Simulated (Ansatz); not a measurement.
# F₃GaH₂Se: up Jacob's ladder to CCSD(T)

An exercise on one series of results from a longer session: the logs are not shown, and one member is left open.

Computed with Ansatz 0.2.0, Gaussian basis. Level: functionals in def2-TZVPP, the program's frozen cores in correlated methods.

Levels to be run: LDA (SPW92), PBE-D4, revPBE-D4, BLYP-D4, r2SCAN-D4, B97M-V, PBE0-D4, B3LYP-D4, r2SCANh-D4, r2SCAN0-D4, HSE06-D4, BHLYP-D4, CAM-B3LYP-D4, LC-ωPBE, ωB97X-V, ωB97M-V, B2PLYP, PBE-QIDH; CCSD(T)/def2-SVP; CCSD(T)/def2-TZVPP; MP2/def2-QZVPP; extrapolation to the limit; RPA on PBE.

## The geometry

An earlier PBE0-D4 in a triple-zeta def2 set relaxation fixed the geometry.

SMILES `[F][Ga-]([F])([F])[SeH2+]`, 7 atoms, charge 0, spin multiplicity 1.

Atoms are counted from 1 here; the program's logs count them from 0.

Bond lengths: F1–Ga2 1.750 Å, Ga2–F3 1.752 Å, Ga2–F4 1.750 Å, Ga2–Se5 2.597 Å, Se5–H6 1.470 Å, Se5–H7 1.470 Å. Angles: F1–Ga2–F3 117.0°, F1–Ga2–F4 118.5°, F1–Ga2–Se5 99.0°, F3–Ga2–F4 117.0°, F3–Ga2–Se5 99.6°, F4–Ga2–Se5 99.1°, Ga2–Se5–H6 92.5°, Ga2–Se5–H7 92.6°, H6–Se5–H7 91.5°.

Set-up of the first run:

File in.yaml:

```yaml
crystal:
  periodic: [false, false, false]
  atoms:
    - {symbol: F, position_ang: [0.482212, -1.068473, 1.960623]}
    - {symbol: Ga, position_ang: [0.288619, -0.999074, 0.223095]}
    - {symbol: F, position_ang: [-1.298327, -1.378328, -0.415243]}
    - {symbol: F, position_ang: [1.663539, -1.389892, -0.785689]}
    - {symbol: Se, position_ang: [0.273374, 1.579953, -0.080909]}
    - {symbol: H, position_ang: [-1.073841, 1.704747, 0.494192]}
    - {symbol: H, position_ang: [-0.274376, 1.483068, -1.441769]}
basis:
  gaussian: {orbitals: def2-TZVPP}
hamiltonian: {xc: lda}
output: {orbitals: {seedname: orbitals}}
```

Run with:

```sh
$ ansatz run in.yaml --threads 4 --pin off --events-out ev --progress --plain --max-ram 10444MiB
```

Among the steps run: LDA; PBE-D4 (GGA); revPBE-D4 (GGA); BLYP-D4 (GGA); r2SCAN-D4 (meta-GGA); B97M-V (meta-GGA); B3LYP-D4 (hybrid); r2SCANh-D4 (hybrid); r2SCAN0-D4 (hybrid); HSE06-D4 (hybrid); BHLYP-D4 (hybrid); CAM-B3LYP-D4 (range-separated); LC-ωPBE (range-separated); ωB97X-V (range-separated); ωB97M-V (range-separated); B2PLYP (double hybrid); PBE-QIDH (double hybrid).

One table of the session follows, with a row left open; its other results are not shown here.

It belongs to the step «Orbital energies across the functionals». 

| functional | HOMO (eV) | gap (eV) |
| --- | --- | --- |
| LDA (SPW92) | -8.28 | 5.78 |
| PBE-D4 | -8.07 | 5.70 |
| revPBE-D4 | -8.00 | 5.68 |
| BLYP-D4 | -7.95 | 5.63 |
| r2SCAN-D4 | -8.46 | 6.31 |
| B97M-V | -8.54 | 6.34 |
| PBE0-D4 | ? | ? |
| B3LYP-D4 | -9.26 | 7.51 |
| r2SCANh-D4 | -8.99 | 7.17 |
| r2SCAN0-D4 | -9.77 | 8.44 |
| HSE06-D4 | -9.12 | 7.26 |
| BHLYP-D4 | -10.75 | 10.20 |
| CAM-B3LYP-D4 | -10.84 | 10.46 |
| LC-ωPBE | -12.15 | 13.03 |
| ωB97X-V | -11.81 | 12.53 |
| ωB97M-V | -11.68 | 12.22 |

Q: Estimate the row for PBE0-D4 from the others.

**Answer.** HOMO (eV): -9.52; gap (eV): 8.04. In the column «HOMO (eV)» it lies between r2SCAN0-D4 (-9.77) and B3LYP-D4 (-9.26).
